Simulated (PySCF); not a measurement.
**Be2 at other levels of theory**

What do other methods print for Be2?

Method: each script names its method and basis; program: PySCF 2.14.0.

1 further run of the same task is left out (it didn't finish).

### Step 1. The system as given

Be2: 2 atoms, charge 0, spin multiplicity 1.

Bond lengths: Be1–Be2 1.920 Å.

### Step 2. Base script

input.py

```python
from pyscf import gto, dft

mol = gto.M(
    atom='Be 0 0 0; Be 0 0 1.92',
    basis='pcseg-1',
    charge=0,
    spin=0,
    verbose=3,
)
mf = dft.RKS(mol, xc='b3lyp5')
mf.kernel()
mf.stability(internal=True, external=True)
mf.dip_moment()
print('orbital energies (hartree):', mf.mo_energy[..., max(0, mol.nelec[1]-3):mol.nelec[0]+3].round(4))
```

Started as:

```bash
OMP_NUM_THREADS=1 python input.py
```

### Step 3. Camb3lyp

Run 1 changes functional: b3lyp5 → camb3lyp.

Edit input.py of step 2 so:

```diff
@@ -9,3 +9,3 @@
 )
-mf = dft.RKS(mol, xc='b3lyp5')
+mf = dft.RKS(mol, xc='camb3lyp')
 mf.kernel()
```

### Step 4. M062x

Run 2 changes functional: b3lyp5 → m062x.

Edit input.py of step 2 so:

```diff
@@ -9,3 +9,3 @@
 )
-mf = dft.RKS(mol, xc='b3lyp5')
+mf = dft.RKS(mol, xc='m062x')
 mf.kernel()
```

### Step 5. Revpbe

Run 3 changes functional: b3lyp5 → revpbe.

Edit input.py of step 2 so:

```diff
@@ -9,3 +9,3 @@
 )
-mf = dft.RKS(mol, xc='b3lyp5')
+mf = dft.RKS(mol, xc='revpbe')
 mf.kernel()
```

### Step 6. Olyp

Run 4 changes functional: b3lyp5 → olyp.

Edit input.py of step 2 so:

```diff
@@ -9,3 +9,3 @@
 )
-mf = dft.RKS(mol, xc='b3lyp5')
+mf = dft.RKS(mol, xc='olyp')
 mf.kernel()
```

**Question.** What will these runs give? Wanted: for each run, E(SCF); from base; gap; after the SCF.

As calculated:

```csv
run,E(SCF) (hartree),from base (eV),gap (eV),after the SCF
base,-29.287681,0,1.92,unstable: RHF/RKS -> UHF/UKS
camb3lyp,-29.262414,not comparable,4.21,unstable: RHF/RKS -> UHF/UKS
m062x,-29.297147,not comparable,3.68,unstable: RHF/RKS -> UHF/UKS
revpbe,-29.301691,not comparable,0.79,unstable: RHF/RKS -> UHF/UKS
olyp,-29.302492,not comparable,0.81,unstable: RHF/RKS -> UHF/UKS
```

In words: The gap between the frontier levels is 0.8 eV with revpbe (0 % exact exchange) and 3.7 eV with m062x (54 %): exact exchange opens it. Total energies of different functionals can't be compared with each other; differences within one functional can.
